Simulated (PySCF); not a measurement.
# CH7FPSi: the cost of one run

The runs use PySCF 2.14.0, with density-fitted response routines of our own; the level of theory stands in each step. All values are computed, except where a source is named. Atoms count from 0, in the outputs and in this text.

## Step 1: Starting geometry

11 atoms, charge 1, multiplicity 1; geometry from: GFN2-xTB.

Bonds of the start (Å): F0–C1 1.39, C1–Si2 1.93, Si2–P3 2.34, C1–H4 1.09, C1–H5 1.09, Si2–H6 1.46, Si2–H7 1.46, P3–H8 1.37, P3–H9 1.37, P3–H10 1.38.

## Step 2: Excited states and response: CAM-B3LYP/def2-SVPD

The job: settings as JSON, then the geometry in Å.

```
{"job": {"kind": "uv", "xc": "CAM-B3LYP", "basis": "def2-SVPD", "nstates": 8, "ntriplets": 3}, "charge": 1, "multiplicity": 1}
F     -0.565801    -1.279811     0.895246
C     -1.425296    -0.202051     0.699415
Si    -0.424385     1.059909    -0.370667
P      1.437936    -0.356930    -0.420652
H     -1.701459     0.160366     1.692705
H     -2.319891    -0.601401     0.214888
H      0.039258     2.251364     0.335595
H     -0.841155     1.165988    -1.766563
H      1.260186    -1.597741    -0.979879
H      2.001195    -0.683034     0.787626
H      2.544837     0.086011    -1.113676
```

Level: TDDFT CAM-B3LYP/def2-SVPD, vertical, gas phase, core orbitals frozen in the response.

Run with:

```console
$ OMP_NUM_THREADS=1 python probes_run.py task.json out
```

One launch serves the whole session: the jobs run in the order shown.

Q: Estimate the wall time and peak memory of this job on 1 thread of Arm Neoverse N1, shared host.

About 22 s, with a peak of 0.63 GiB.
